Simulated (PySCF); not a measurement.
# C6H7N (4-methylpyridine): the cost of one run

Computed with PySCF 2.14.0 and routines of our own; the level stands in each step. Atoms count from 0.

## 1. The starting structure

14 atoms, charge 0, multiplicity 1; geometry from: GFN2-xTB.

## 2. Optimising the geometry at PBE0-D3(BJ)/def2-SVP

Job settings and geometry (Å):

```
{"job": {"xc": "PBE0", "basis": "def2-SVP", "d3": "d3bj", "grid": 2, "kind": "geom"}, "charge": 0, "multiplicity": 1}
C      2.000127    -0.129249     0.104592
C      0.509234    -0.031363     0.035076
C     -0.129661     1.193922    -0.123642
C     -1.512511     1.225685    -0.195239
N     -2.272570     0.146595    -0.119957
C     -1.668587    -1.020189     0.027430
C     -0.293503    -1.164793     0.108164
H      2.408738    -0.255366    -0.898516
H      2.428375     0.774819     0.531000
H      2.305008    -0.985834     0.701279
H      0.443366     2.106941    -0.188087
H     -2.043417     2.161362    -0.317312
H     -2.323773    -1.880187     0.084911
H      0.148496    -2.142815     0.228135
```

On the command line:

```
> OMP_NUM_THREADS=1 python excited_run.py task.json out
```

This one command runs all jobs of the session in turn.

**Question.** How long does this first job take on 1 thread of INTEL XEON PLATINUM 8581C at 2.10GHz, shared host, and how much memory does it need?

About 22 s, with a peak of 0.69 GiB.
